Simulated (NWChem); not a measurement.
**r2SCAN/6-31G(d,p) (spherical functions) run of GeH3F (fluorogermane)**

What is the vertical ionisation energy of GeH3F (fluorogermane) at r2SCAN/6-31G** (spherical functions)? 

The calculation is run with NWChem 7.3.0.

1 further run of the same task is left out (it didn't finish).

**1. Starting point**

GeH3F has 5 atoms, charge 0, and is taken as a singlet. As SMILES, `[F][GeH3]`. The coordinates come from a PBE0-D4/def2-TZVP relaxation.

Bond lengths: F1–Ge2 1.742 Å, Ge2–H3 1.533 Å, Ge2–H4 1.533 Å, Ge2–H5 1.533 Å. Angles: F1–Ge2–H3 106.2°, F1–Ge2–H4 106.2°, F1–Ge2–H5 106.3°, H3–Ge2–H4 112.5°, H3–Ge2–H5 112.5°, H4–Ge2–H5 112.5°.

**2. A single-point energy at r2SCAN/6-31G(d,p) (spherical functions)**

File fgeh3.nw:

```
start fgeh3
memory stack 880 mb heap 220 mb global 1100 mb

geometry units angstroms noautosym nocenter noautoz
   F       -1.046500       0.474300       1.162200
   Ge       0.068200      -0.041600      -0.072800
   H        1.331000      -0.512000       0.658600
   H       -0.627800      -1.178000      -0.831200
   H        0.325100       1.183600      -0.958100
end

basis spherical bse
   F library 6-31G**
   Ge library 6-31G**
   H library 6-31G**
end

dft
   xc r2scan
   grid fine
   convergence energy 1e-08
   maxiter 100
   mulliken
   noprint "final vectors analysis"
end

task dft energy
```

Started as:

```console
nwchem fgeh3.nw > fgeh3.out
```

What it wrote:

```text
[...]
          Wavefunction type:  closed shell.
          No. of atoms     :     5
          No. of electrons :    44
[...]
          Charge           :     0
          Spin multiplicity:     1
[...]
          AO basis - number of functions:    61
[...]
              XC Information
              --------------
                      r^2SCAN Method XC Functional
               r^2SCAN metaGGA Exchange Functional  1.000
                     r^2SCAN Correlation Potential  1.000
[...]
 d= 0,ls=0.0,diis     1  -2178.2534335902 -2.30D+03  2.40D-02  4.98D-01     1.4
[...]
 d= 0,ls=0.0,diis    10  -2178.3155978715 -4.26D-10  1.61D-07  5.92D-10     9.2
         Total DFT energy =    -2178.315597871476
      One electron energy =    -3287.586510618572
           Coulomb energy =     1073.146702080532
    Exchange-Corr. energy =      -90.574828446718
 Nuclear repulsion energy =      126.699039113282
[...]
      Total Density - Mulliken Population Analysis
     ---------------------------------------------
    Atom       Charge   Shell Charges
 -----------   ------   -------------------------------------------------------
    1 F    9     9.42   2.00  0.93  3.28  1.04  2.16  0.01
    2 Ge  32    31.57   2.00  2.00  6.00  2.00  5.99  1.23  1.97  0.06  0.14  6.86  2.93  0.40
    3 H    1     1.00   0.48  0.51  0.01
    4 H    1     1.00   0.48  0.51  0.01
    5 H    1     1.00   0.48  0.51  0.01
[...]
```

Run time: 9.9 s. Hardware: 1 thread of Intel Xeon Platinum 8559C (Emerald Rapids), shared host; peak memory 0.11 GiB.

**3. The doublet cation**

File fgeh3.nw:

```
start fgeh3
title "FGeH3"
memory total 2200 mb
charge 1

geometry units angstrom noautosym nocenter noautoz
  F       -1.046500       0.474300       1.162200
  Ge       0.068200      -0.041600      -0.072800
  H        1.331000      -0.512000       0.658600
  H       -0.627800      -1.178000      -0.831200
  H        0.325100       1.183600      -0.958100
end

basis spherical bse
  * library 6-31G**
end

dft
  xc r2scan
  mult 2
  grid fine
  convergence energy 1e-08
  maxiter 100
  mulliken
  noprint "final vectors analysis"
end

task dft energy
```

Started as:

```console
nwchem fgeh3.nw > fgeh3.out
```

What it wrote:

```text
[...]
          Wavefunction type:  spin polarized.
          No. of atoms     :     5
          No. of electrons :    43
[...]
          Charge           :     1
          Spin multiplicity:     2
[...]
          AO basis - number of functions:    61
[...]
              XC Information
              --------------
                      r^2SCAN Method XC Functional
               r^2SCAN metaGGA Exchange Functional  1.000
                     r^2SCAN Correlation Potential  1.000
[...]
 d= 0,ls=0.0,diis     1  -2177.4253583653 -2.30D+03  2.26D-02  2.27D+00     1.6
[...]
 d= 0,ls=0.5,diis    74  -2177.8786070596  3.54D-09  2.26D-06  1.38D-06    92.5
[...]
         Total DFT energy =    -2177.878607016376
      One electron energy =    -3274.254845405219
           Coulomb energy =     1059.870275940327
    Exchange-Corr. energy =      -90.193076664766
 Nuclear repulsion energy =      126.699039113282
[...]
      Total Density - Mulliken Population Analysis
     ---------------------------------------------
    Atom       Charge   Shell Charges
 -----------   ------   -------------------------------------------------------
    1 F    9     9.17   2.00  0.96  3.23  1.03  1.94  0.01
    2 Ge  32    31.42   2.00  2.00  6.00  2.00  5.99  1.33  1.92 -0.01  0.02  6.86  2.93  0.38
    3 H    1     0.84   0.45  0.38  0.01
    4 H    1     0.83   0.45  0.38  0.01
    5 H    1     0.74   0.42  0.31  0.01
[...]
      <S2> =      0.7590 (Exact =     0.7500)
[...]
```

It took 94 s on 1 thread of Intel Xeon Platinum 8559C (Emerald Rapids), shared host; peak memory 0.11 GiB.

**4. Results**

Level: r2SCAN/6-31G** (spherical functions).

```
                                          quantity           value
                       singlet GeH3F: total energy  -2178.31560 Eh
                      singlet GeH3F: dipole moment          2.06 D
                      doublet cation: total energy  -2177.87861 Eh
                              doublet cation: ⟨S²⟩           0.759
vertical ionisation energy (to the doublet cation)       11.891 eV
```

What this shows: The vertical ionisation energy comes to 11.89 eV (1147 kJ/mol). Mulliken charges (singlet GeH3F) run from -0.42 on F1 to +0.43 on Ge2; they depend strongly on the basis. Mulliken charges (doublet cation) run from -0.17 on F1 to +0.58 on Ge2; they depend strongly on the basis.
